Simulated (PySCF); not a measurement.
# SnH4 (SMILES [H][Sn]([H])([H])[H]): levels of theory compared

We compute a comparison of 6 runs (B2PLYP/STO-3G, M06-2X/STO-3G, PBE/STO-3G, SVWN5/STO-3G, UPBE0/STO-3G, CCSDTQ/STO-3G) of SnH4. The job is set up through a Python script.

Program for the calculation: PySCF 2.14.0.

4 further runs of the same task are left out: 4 set aside as unsound or not needed.

### Step 1. The structure to begin with

SnH4: 5 atoms, total charge 0, spin state singlet. SMILES: `[H][Sn]([H])([H])[H]`. The Sn1–H3 distance was set to 2.949 Å, away from the relaxed value. At this shape a bond of the SMILES string is far longer than usual.

Bond lengths: Sn1–H2 1.639 Å, Sn1–H4 1.639 Å, Sn1–H5 1.638 Å. Angles: H2–Sn1–H4 109.5°, H2–Sn1–H5 109.5°, H4–Sn1–H5 109.5°.

### Step 2. A single-point energy at B2PLYP/STO-3G (run 1)

File input.py:

```python
from pyscf import gto, dft, mp

molecule = gto.Mole()
molecule.atom = '''
Sn    -2.332623    -0.017049     0.837234
H     -2.308094    -0.051518     3.933928
H      2.911482     0.020333    -1.048552
H     -3.804247     2.519549    -0.158009
H     -3.789526    -2.537774    -0.212056
'''
molecule.charge = 0
molecule.unit = 'bohr'
molecule.verbose = 3
molecule.max_memory = 1860
molecule.basis = 'sto-3g'
molecule.build()

mf = dft.RKS(molecule, xc='0.53*HF + 0.47*B88, 0.73*LYP')
mf.grids.level = 5
mf.conv_tol = 1e-10
mf.kernel()
if not mf.converged:
    mf = mf.newton().run(mf.mo_coeff, mf.mo_occ)

pt = mp.MP2(mf, frozen=18).run()
etot = mf.e_tot + 0.27 * pt.e_corr
print('PT2 part  %.8f' % (0.27 * pt.e_corr))
print('E = %.10f Eh' % etot)
```

Launch:

```
$ OMP_NUM_THREADS=1 python input.py
```

Standard output:

```text
converged SCF energy = -5967.01829718008
E(RMP2) = -5967.13168426697  E_corr = -0.113387086898213
E(SCS-RMP2) = -5967.15338587679  E_corr = -0.135088696713019
PT2 part  -0.03061451
E = -5967.0489116935 Eh
```

Wall time 3.9 s (1 thread of Arm Neoverse V1, shared host); peak memory 0.24 GiB.

### Step 3. The energy at M06-2X/STO-3G (run 2)

File job.py:

```python
from pyscf import gto, dft

mol = gto.M(
    atom='''
Sn    -2.332623    -0.017049     0.837234
H     -2.308094    -0.051518     3.933928
H      2.911482     0.020333    -1.048552
H     -3.804247     2.519549    -0.158009
H     -3.789526    -2.537774    -0.212056
''',
    unit='bohr',
    max_memory=1860,
    verbose=3,
    basis='sto-3g',
    charge=0,
)

myscf = dft.RKS(mol)
myscf.xc = 'm06-2x'
myscf.grids.level = 5
myscf.conv_tol = 1e-10
myscf.kernel()
if not myscf.converged:
    myscf = myscf.newton().run(myscf.mo_coeff, myscf.mo_occ)

etot = myscf.e_tot
print(f'total energy: {etot:.8f} hartree')
```

Launch:

```
$ OMP_NUM_THREADS=1 python job.py
```

Standard output:

```text
converged SCF energy = -5967.71710703577
total energy: -5967.71710704 hartree
```

It took 5.4 s on 1 thread of Arm Neoverse V1, shared host; peak memory 0.25 GiB.

Runs 3 to 5 aren't shown in full; the table further down has their settings and results.

### Step 4. A single-point energy at CCSDTQ/STO-3G (run 6)

File run.py:

```python
from pyscf import gto, scf, cc

system = gto.Mole()
system.atom = '''
Sn    -1.234371    -0.009022     0.443045
H     -1.221391    -0.027262     2.081745
H      1.540690     0.010760    -0.554870
H     -2.013121     1.333288    -0.083615
H     -2.005331    -1.342932    -0.112215
'''
system.max_memory = 1860
system.verbose = 3
system.charge = 0
system.basis = 'sto-3g'
system.spin = 0
system.build()

calc0 = scf.RHF(system)
calc0.conv_tol = 1e-10
calc0.kernel()
if not calc0.converged:
    calc0 = calc0.newton().run(calc0.mo_coeff, calc0.mo_occ)

mycc = cc.CCSDTQ(calc0, frozen=18)
mycc.kernel()
e_final = mycc.e_tot
print('Final energy', e_final)
```

Launch:

```
$ OMP_NUM_THREADS=1 python run.py
```

Standard output:

```text
converged SCF energy = -5965.39441712359
_make_eris_incore_RCCSDTQ
RCCSDTQ converged
E(RCCSDTQ) = -5965.537305434085   E_corr = -0.1428883104947224
E_corr(same-spin) = -0.000653985439097931
E_corr(oppo-spin) = -0.142234325055625
Final energy -5965.537305434085
```

It took 14 s on 1 thread of Arm Neoverse V1, shared host; peak memory 0.13 GiB.

### Step 5. All runs side by side

| run | level | frozen core orbitals | follow instability | energy (Eh) | dipole moment (D) of the reference | HOMO energy (eV) | LUMO energy (eV) | wall time |
| --- | --- | --- | --- | --- | --- | --- | --- | --- |
| 1 | B2PLYP/STO-3G | 18 | – | -5967.048912 | 1.10 | -4.54 | 1.64 | 3.9 s |
| 2 | M06-2X/STO-3G | – | – | -5967.717107 | 0.88 | -4.87 | 1.16 | 5.4 s |
| 3 | PBE/STO-3G | – | – | -5966.931959 | 0.97 | -3.15 | -0.42 | 4.8 s |
| 4 | SVWN5/STO-3G | – | – | -5961.749981 | 0.75 | -3.08 | -0.34 | 2.7 s |
| 5 | UPBE0/STO-3G | – | yes | -5967.269819 | 0.11 | -3.64 | 0.78 | 29 s |
| 6 | CCSDTQ/STO-3G | 18 | – | -5965.537305 | 1.33 | -5.47 | 3.84 | 14 s |

### Step 6. Summary of results

```
                                           quantity           value
                                run 6: total energy  -5965.53731 Eh
        run 6: dipole moment (Hartree–Fock density)          1.33 D
         run 6: HOMO energy (Hartree–Fock orbitals)        -5.47 eV
         run 6: LUMO energy (Hartree–Fock orbitals)         3.84 eV
       run 6: HOMO–LUMO gap (Hartree–Fock orbitals)         9.31 eV
run 6: correlation energy (18 core orbitals frozen)      -142.9 mEh
                               run 6: T1 diagnostic           0.019
```

What this shows: Over runs 1, 2, 3, 4, 5 the dipole moment (its size) runs from 0.11 D (UPBE0/STO-3G) to 1.10 D (B2PLYP/STO-3G). A double hybrid's value is that of its SCF part. Over runs 1, 2, 3, 4, 5 the HOMO–LUMO gap runs from 2.72 eV (PBE/STO-3G) to 6.18 eV (B2PLYP/STO-3G). Totals of different functionals can't be ranked against each other. In runs 1, 2, 3, 4, 5, 6 the basis is minimal, so the values are rough. In runs 1, 2, 3, 4 a closed-shell determinant meets a far-stretched bond, which it describes badly. In runs 1, 2, 3, 4, 5, 6 relativity is left out where basis or elements ask for it. Spin contamination of the reference: run 5 ⟨S²⟩ = 0.68. Where it is this large, the reference is a mixture of spin states, and values that rest on it are in doubt. All runs together took 59 s, the longest 29 s.
